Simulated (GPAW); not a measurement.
# BaPm: single point with PBE

The system is BaPm.

```
CELL_PARAMETERS angstrom
3.96751 0.00000 0.00000
-1.98376 3.43597 0.00000
0.00000 0.00000 6.52262
ATOMIC_POSITIONS crystal
Pm 0.66667 0.33333 0.00000
Ba 0.00000 0.00000 0.50000
```

The cell comes from a database or a generator and needn't be the stable form of this composition.

| Item | Value |
| --- | --- |
| Program | GPAW 26.7.0 |
| Task | single point |
| Functional | PBE |
| Potentials or basis | GPAW PAW data sets (gpaw-data 1.2.1) |
| Cutoff | 800 eV |
| Basis | pw |
| k mesh | 8 × 8 × 4 |
| Occupations | gaussian, width 0.02 eV |
| Spin | collinear spin, ferromagnetic start |
| Starting moments | [4.0, 0.0] μB |
| Maxiter | 150 |

The pressure is 1.2 GPa and the band gap on the k mesh is none (metal or under the smearing width). The net moment is 5.21 μB per cell. The site moments are Pm +4.55; Ba -0.00 μB.

Stress tensor (GPa, compression positive):
```
0.85 0.00 0.00
0.00 0.85 0.00
0.00 0.00 1.79
```

Levels at points of the mesh, in eV from the Fermi level:
Spin up:
```csv
k point,band 11,band 12,band 13,band 14,band 15,band 16,band 17,band 18,band 19,band 20
"(0.00, 0.00, 0.00)",-0.19,-0.10,-0.05,-0.05,0.01,0.01,0.10,1.67,1.73,1.73
"(0.00, 0.00, 0.50)",-0.20,-0.18,-0.04,-0.04,0.01,0.01,0.10,1.02,1.20,1.62
"(0.50, 0.50, 0.00)",-0.61,-0.08,-0.08,-0.07,-0.01,0.02,0.03,0.04,0.78,1.60
"(0.50, 0.50, 0.50)",-0.21,-0.08,-0.07,-0.06,-0.01,0.01,0.03,0.12,0.51,1.59
```
Spin down:
| k point | band 7 | band 8 | band 9 | band 10 | band 11 | band 12 | band 13 | band 14 |
| --- | --- | --- | --- | --- | --- | --- | --- | --- |
| (0.00, 0.00, 0.00) | -13.01 | -13.01 | -2.99 | -0.93 | 1.96 | 2.21 | 2.24 | 2.24 |
| (0.00, 0.00, 0.50) | -13.01 | -13.01 | -1.79 | -1.65 | 1.28 | 1.56 | 2.16 | 2.16 |
| (0.50, 0.50, 0.00) | -13.36 | -13.25 | -0.74 | -0.32 | -0.28 | 1.28 | 1.99 | 2.17 |
| (0.50, 0.50, 0.50) | -13.35 | -13.25 | -0.99 | -0.78 | 0.62 | 0.81 | 2.25 | 2.42 |

Run time: 12 min on 1 thread of Arm Neoverse N1 (shared host), peak memory 0.38 GiB.

Caveat: one-centre terms of the f shell are cut off; the magnetic or orbital state may not be the lowest; spin-orbit coupling is left out, which moves the levels of the heavy elements; without U or exact exchange the open f shell lies at the Fermi level, which spoils levels, moments and volumes. The state reached can hang on the start; a lower one may exist.
